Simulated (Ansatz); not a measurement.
# CdBr: the cost of one run

Method: DFT PBE, scalar-relativistic, plane waves, PAW, in Ansatz 0.2.0.

**1. Starting point**

Symmetry: Fd-3m, No. 227, cubic system. Conventional cell: a = 7.720 Å, b = 7.720 Å, c = 7.720 Å, α = 90.00°, β = 90.00°, γ = 90.00°. Cd (site symmetry -43m) is surrounded by 4 Cd at 3.34 Å and 4 Br at 3.34 Å. Br (site symmetry -43m) has 4 Cd at 3.34 Å and 4 Br at 3.34 Å as nearest neighbours.

Coordinates:

```
CELL_PARAMETERS angstrom
0.00000 3.86021 3.86021
3.86021 0.00000 3.86021
3.86021 3.86021 0.00000
ATOMIC_POSITIONS crystal
Cd 0.50000 0.50000 0.50000
Cd 0.75000 0.75000 0.75000
Br 0.00000 0.00000 0.00000
Br 0.25000 0.25000 0.25000
```

(A quick probe on a coarse mesh, which set the mesh and smearing, is not shown.)

**3. Relaxing cell and atoms**

File input.yaml:

```yaml
crystal:
  lattice:
    - [0.0, 3.8602092623, 3.8602092623]
    - [3.8602092623, 0.0, 3.8602092623]
    - [3.8602092623, 3.8602092623, 0.0]
  atoms:
    - { symbol: Cd, position: [0.5, 0.5, 0.5] }
    - { symbol: Cd, position: [0.75, 0.75, 0.75] }
    - { symbol: Br, position: [0.0, 0.0, 0.0] }
    - { symbol: Br, position: [0.25, 0.25, 0.25] }
basis:
  ecutwfc: 420
kpoints:
  mp_grid: { grid: [10, 10, 10] }
hamiltonian:
  xc: pbe
scf:
  occupations: { method: gaussian, width: 0.1 }
output:
  forces: true
  stress: true
  eigenvalues: true
relax:
  adjacent_minimum: "off"
  f_tol: 0.01
  max_steps: 80
  cell: { stress_tol: 0.05 }
```

Started as:

```bash
> ansatz run input.yaml --threads 1 --pin off --max-ram 2560MiB --backend cpu --events-out ev --progress --plain --runs-dir out
```

**Question.** How long does this run take on 1 thread of Intel Xeon 6975P-C (Granite Rapids), shared host, and how much memory does it need?

About 21 s, with a peak of 0.49 GiB.
